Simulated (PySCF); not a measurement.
**CoO2OH: relaxation and vibrations of the quintet**

Aim: relax CoO2OH as a quintet from a trigonal pyramidal start, check by its vibrations whether the end is a minimum, and collect its spectrum and constants.

Method: PBE0, basis Co def2-TZVP, O def2-TZVP, H def2-TZVP, no relativity, density fitting; program: PySCF 2.14.0.

## 1. The system as given

5 atoms, charge 0, spin multiplicity 5.

Bond lengths: Co1–O2 1.600 Å, Co1–O3 1.600 Å, Co1–O4 1.740 Å, O4–H5 0.960 Å. Angles: O2–Co1–O3 99.8°, O2–Co1–O4 99.8°, O3–Co1–O4 99.7°, Co1–O4–H5 130.0°.

Coordinates in bohr (charge 0 multiplicity 5):
```
Co    0.0000    0.0000    0.0000
O     2.6696    0.0000    1.4196
O    -1.3349    2.3119    1.4196
O    -1.4517   -2.5143    1.5437
H    -3.1700   -2.7110    2.0912
```

## 2. First SCF at the start

The steps below are one call of a driver around PySCF. For each, scf.py gives the equivalent set-up of the SCF; relaxations use the driver's own optimiser. After this first run the driver tries any further starts and a stability analysis.

Input file scf.py:

```python
from pyscf import gto, scf, dft
mol = gto.M(atom='''
Co     0.000000     0.000000     0.000000
O      1.412700     0.000000     0.751200
O     -0.706400     1.223400     0.751200
O     -0.768200    -1.330500     0.816900
H     -1.677500    -1.434600     1.106600''',
    basis={'Co': 'def2-TZVP', 'O': 'def2-TZVP', 'H': 'def2-TZVP'},
    charge=0, spin=4)
mf = dft.UKS(mol, xc='PBE0')
mf.grids.atom_grid = (50, 194)
aux = {'Co': 'def2-universal-JKFIT', 'O': 'def2-universal-JKFIT', 'H': 'def2-universal-JKFIT'}
mf = mf.density_fit(auxbasis=aux)
mf.conv_tol = 1e-08
mf.diis_space = 10
mf.max_cycle = 60
mf.init_guess = 'minao'
mf.verbose = 4
mf.kernel()
```

Launch:

```
> OMP_NUM_THREADS=4 python axn.py task.json out
```

Standard output, shortened:

```text
[... the frontier levels of the middle cycles are left out ...]
init E= -1607.64478066718
[... the frontier-level lines of each cycle are left out ...]
cycle= 1 E= -1591.68640335659  delta_E=   16  |g|= 5.71  |ddm|= 10.7
cycle= 2 E= -1521.60485417167  delta_E= 70.1  |g|= 16.4  |ddm|= 19.1
cycle= 3 E= -1578.88668303997  delta_E= -57.3  |g|=   11  |ddm|=  9.7
cycle= 4 E= -1588.39430183784  delta_E= -9.51  |g|= 8.86  |ddm|= 3.54
cycle= 5 E= -1589.65996794201  delta_E= -1.27  |g|= 7.97  |ddm|= 3.42
cycle= 6 E= -1597.79692257395  delta_E= -8.14  |g|= 6.54  |ddm|= 5.12
cycle= 7 E= -1598.66782995942  delta_E= -0.871  |g|= 5.59  |ddm|= 2.47
cycle= 8 E= -1600.15397373706  delta_E= -1.49  |g|=  5.1  |ddm|= 2.21
cycle= 9 E= -1603.12712918486  delta_E= -2.97  |g|= 4.29  |ddm|= 1.87
cycle= 10 E= -1605.43686801551  delta_E= -2.31  |g|= 3.38  |ddm|= 0.77
cycle= 11 E= -1606.44899144324  delta_E= -1.01  |g|= 2.92  |ddm|= 0.471
cycle= 12 E= -1592.51025566205  delta_E= 13.9  |g|= 5.61  |ddm|= 11.5
cycle= 13 E= -1604.94578134081  delta_E= -12.4  |g|= 3.81  |ddm|= 11.6
cycle= 14 E= -1605.86208835011  delta_E= -0.916  |g|= 3.29  |ddm|= 0.44
[... 18 cycles left out ...]
cycle= 33 E= -1608.50808815616  delta_E= -0.000479  |g|= 0.0048  |ddm|= 0.0597
cycle= 34 E= -1608.50836045145  delta_E= -0.000272  |g|= 0.00355  |ddm|= 0.0453
cycle= 35 E= -1608.50854202272  delta_E= -0.000182  |g|= 0.00462  |ddm|= 0.0525
cycle= 36 E= -1608.50859540614  delta_E= -5.34e-05  |g|= 0.00222  |ddm|= 0.0233
cycle= 37 E= -1608.50861364409  delta_E= -1.82e-05  |g|= 0.00188  |ddm|= 0.0148
cycle= 38 E= -1608.50862100474  delta_E= -7.36e-06  |g|= 0.000965  |ddm|= 0.00864
cycle= 39 E= -1608.50862389523  delta_E= -2.89e-06  |g|= 0.000397  |ddm|= 0.00703
cycle= 40 E= -1608.50862491942  delta_E= -1.02e-06  |g|= 0.000267  |ddm|= 0.00383
cycle= 41 E= -1608.50862522157  delta_E= -3.02e-07  |g|= 0.000171  |ddm|= 0.00153
cycle= 42 E= -1608.50862532328  delta_E= -1.02e-07  |g|= 0.000118  |ddm|= 0.000898
cycle= 43 E= -1608.50862536023  delta_E= -3.69e-08  |g|= 7.31e-05  |ddm|= 0.000461
cycle= 44 E= -1608.50862538771  delta_E= -2.75e-08  |g|= 4.77e-05  |ddm|= 0.000504
cycle= 45 E= -1608.50862540264  delta_E= -1.49e-08  |g|= 3.04e-05  |ddm|= 0.000456
cycle= 46 E= -1608.50862540602  delta_E= -3.38e-09  |g|= 1.72e-05  |ddm|= 0.00015
Extra cycle  E= -1608.50862540624  delta_E= -2.19e-10  |g|= 3.66e-05  |ddm|= 4.57e-05
converged SCF energy = -1608.50862540624  <S^2> = 6.0512763  2S+1 = 5.0204686
```

This step, with its further starts and checks, needed 21 s of wall time on 4 threads of AMD EPYC 9R45 (Zen 5), shared host.

The starts that the driver tried:

| start | energy (Eh) |
| --- | --- |
| the minimal-basis guess | -1608.508625 |
| a thermally smeared density | -1608.508625 |
| a smeared PBE density | -1608.508625 |

No lower solution of this spin turned up from the other starts or in the test of internal stability.

## 3. Trigonal pyramidal start, quintet: relaxation

The program finds C1 symmetry in the start. The walk stops when the largest gradient is under 0.0003 Eh/bohr and the energy has settled too.

Changes to scf.py since step 2:

```diff
@@ -3,5 +3,5 @@
-Co     0.000000     0.000000     0.000000
-O      1.412700     0.000000     0.751200
-O     -0.706400     1.223400     0.751200
-O     -0.768200    -1.330500     0.816900
-H     -1.677500    -1.434600     1.106600''',
+Co     0.024838     0.029269    -0.354061
+O      1.437538     0.029269     0.397139
+O     -0.681562     1.252669     0.397139
+O     -0.743362    -1.301231     0.462839
+H     -1.652662    -1.405331     0.752539''',
@@ -17 +16,0 @@
-mf.init_guess = 'minao'
```

The optimiser's trace:

| step | energy (Eh) | change (kJ/mol) | largest gradient (Eh/bohr) |
| --- | --- | --- | --- |
| 0 | -1608.508625 | 0.00 | 0.03895 |
| 1 | -1608.528443 | -52.03 | 0.03531 |
| 2 | -1608.539765 | -81.76 | 0.03077 |
| 3 | -1608.544400 | -93.93 | 0.02141 |
| 4 | -1608.547079 | -100.96 | 0.02575 |
| 5 | -1608.550295 | -109.40 | 0.01947 |
| 6 | -1608.551597 | -112.82 | 0.00614 |
| 7 | -1608.552154 | -114.28 | 0.00442 |
| 8 | -1608.552284 | -114.63 | 0.00260 |
| 9 | -1608.552406 | -114.95 | 0.00319 |
| 10 | -1608.552488 | -115.16 | 0.00228 |
| 11 | -1608.552518 | -115.24 | 0.00196 |
| 12 | -1608.552544 | -115.31 | 0.00132 |
| 13 | -1608.552565 | -115.36 | 0.00157 |
| 14 | -1608.552596 | -115.44 | 0.00165 |
| 15 | -1608.552630 | -115.53 | 0.00274 |
| 16 | -1608.552645 | -115.57 | 0.00297 |
| 17 | -1608.552656 | -115.60 | 0.00283 |
| 18 | -1608.552667 | -115.63 | 0.00069 |
| 19 | -1608.552669 | -115.64 | 0.00014 |

The walk took 50 s.

Geometry (Å) and forces (eV/Å) at some steps:

```
step 0
Co   0.025   0.029  -0.354  -0.213   0.381   1.571
O    1.438   0.029   0.397   1.651   0.340  -0.501
O   -0.682   1.253   0.397  -0.430   0.976  -0.680
O   -0.743  -1.301   0.463  -0.938  -2.003  -0.379
H   -1.653  -1.405   0.753  -0.070   0.306  -0.011
step 1
Co   0.039   0.032  -0.258  -0.395  -0.355   1.815
O    1.535   0.061   0.372   0.515   0.435  -0.561
O   -0.712   1.317   0.359   0.144   0.036  -0.550
O   -0.799  -1.403   0.386  -0.716  -0.271  -0.424
H   -1.678  -1.403   0.797   0.451   0.154  -0.279
step 10
Co   0.140  -0.090   0.265   0.044   0.116  -0.021
O    1.723   0.267   0.099   0.014   0.001  -0.009
O   -0.727   1.291   0.271   0.012  -0.068   0.012
O   -0.920  -1.473   0.362  -0.118  -0.043   0.063
H   -1.831  -1.390   0.658   0.048  -0.005  -0.046
step 19
Co   0.149  -0.093   0.261  -0.005   0.003   0.004
O    1.727   0.272   0.064  -0.001   0.002  -0.004
O   -0.742   1.266   0.300   0.006  -0.006  -0.002
O   -0.901  -1.477   0.463  -0.007  -0.001   0.004
H   -1.849  -1.363   0.567   0.007   0.002  -0.002
```

After 19 steps and 115.6 kJ/mol it ends at Cs: Co–O 1.626 Å, Co–O 1.631 Å, Co–O 1.749 Å, O–H 0.961 Å; Co–O–H 120.7°, O–Co–O 109.2°, O–Co–O 110.2°, O–Co–O 140.5°.

## 4. Is it a minimum? Harmonic modes

The point is checked on the finer grid, and tightened if its gradient asks for it. The Hessian and the dipole derivatives come from central differences of analytic gradients, with steps of 0.02 bohr.

Changes to scf.py since step 3:

```diff
@@ -3,5 +3,5 @@
-Co     0.024838     0.029269    -0.354061
-O      1.437538     0.029269     0.397139
-O     -0.681562     1.252669     0.397139
-O     -0.743362    -1.301231     0.462839
-H     -1.652662    -1.405331     0.752539''',
+Co     0.073775    -0.039576    -0.006576
+O      1.649785     0.327903    -0.210961
+O     -0.819590     1.317684     0.026785
+O     -0.978356    -1.422765     0.189829
+H     -1.926392    -1.305559     0.294951''',
@@ -11 +11 @@
-mf.grids.atom_grid = (50, 194)
+mf.grids.atom_grid = (75, 302)
@@ -14 +14 @@
-mf.conv_tol = 1e-08
+mf.conv_tol = 1e-10
```

This SCF starts from the last density.

Log of the central SCF (cycles and frontier levels):

```text
init E= -1608.55258239679
[... the frontier-level lines of each cycle are left out ...]
cycle= 1 E= -1608.55258239676  delta_E= 2.89e-11  |g|= 9.86e-06  |ddm|= 4.95e-06
Extra cycle  E= -1608.55258239609  delta_E= 6.69e-10  |g|= 5.27e-05  |ddm|= 2.06e-05
converged SCF energy = -1608.55258239609  <S^2> = 6.0416544  2S+1 = 5.0166341
```

The whole step took 98 s.

Geometry: Cs; Co–O 1.625 Å, Co–O 1.631 Å, Co–O 1.749 Å, O–H 0.961 Å; Co–O–H 120.6°, O–Co–O 109.1°, O–Co–O 110.2°, O–Co–O 140.7°.

Harmonic modes (main isotopes):

```
symmetry  ω (cm⁻¹)  IR (km/mol)  μ (u)
     a''       120         98.8  16.40
      a'       192          6.5   5.93
     a''       221         82.3   1.10
      a'       242          2.7  14.02
      a'       601          3.3  10.99
      a'       685          166   3.64
      a'       714         17.2   1.82
      a'       815         12.7   9.24
      a'      3885          185   1.07
```

μ is the mass of the mode for normalised Cartesian displacements, not the reduced mass of the usual diatomic formula.

Every mode is real; the point is a minimum.

Properties at this point:

| Quantity | Value |
| --- | --- |
| Dipole moment | 2.03 D |
| Highest occupied level | -8.79 eV |
| Lowest empty level | -4.92 eV |
| Rotational constants | 0.3246, 0.1943, 0.1215 cm⁻¹ |
| Zero-point energy | 44.7 kJ/mol |
| Principal polarisabilities | 21.8, 44.6, 60.7 bohr³ |
| Atomisation energy without zero-point energy | 1336 kJ/mol |
| Principal traceless quadrupole moments about the centre of mass | -5.86, 1.14, 4.72 D Å |
| Entropy at 298.15 K and 1 bar (electronic part: spin only) | 327.7 J/(mol K) |
| Heat capacity Cp at 298.15 K | 78.0 J/(mol K) |
| Enthalpy at 298.15 K above 0 K | 17.15 kJ/mol |
| Rotational symmetry number | 1 |
| Spin squared ⟨S²⟩ | 6.042 |

Charges (e) and bond orders:

| atom | Mulliken | Löwdin | polar tensor | spin (Mulliken) | Mayer order to Co1 |
| --- | --- | --- | --- | --- | --- |
| Co1 | 1.00 | 0.37 | 0.93 | 2.16 | – |
| O2 | -0.40 | -0.17 | -0.27 | 0.80 | 1.50 |
| O3 | -0.33 | -0.11 | -0.20 | 0.90 | 1.52 |
| O4 | -0.61 | -0.27 | -0.78 | 0.13 | 0.92 |
| H5 | 0.34 | 0.17 | 0.32 | 0.01 | 0.02 |

Mulliken populations on Co1: s 6.38, p 12.41, d 7.21, f 0.00.

## 5. Results

| quantity | value |
| --- | --- |
| minimum | quintet, Cs |
| geometry | Co–O 1.625 Å, Co–O 1.631 Å, Co–O 1.749 Å, O–H 0.961 Å; Co–O–H 120.6°, O–Co–O 109.1°, O–Co–O 110.2°, O–Co–O 140.7° |
| wavenumbers (cm⁻¹) | 120 (a''), 192 (a'), 221 (a''), 242 (a'), 601 (a'), 685 (a'), 714 (a'), 815 (a'), 3885 (a') |
| dipole moment | 2.03 D |
| highest occupied, lowest empty level (either spin) | -8.79, -4.92 eV |
| polar-tensor charge of Co1 | +0.93 e |
| zero-point energy | 44.7 kJ/mol |
| entropy at 298.15 K | 327.7 J/(mol K) |
| atomisation energy (no zero-point energy) | 1336 kJ/mol |
| ⟨S²⟩ | 6.042 |

In words: From C1 at the start the molecule goes to a Cs minimum. In the infrared the band at 3885 cm⁻¹ (a') leads. Most of the spin sits on Co1 (Mulliken spin 2.16, against 4 for the whole molecule). Only this shape and spin were tried, so other structures or states may lie lower. One determinant may miss the lowest occupation of an open d or f shell.

The search up to here took 2.8 min.
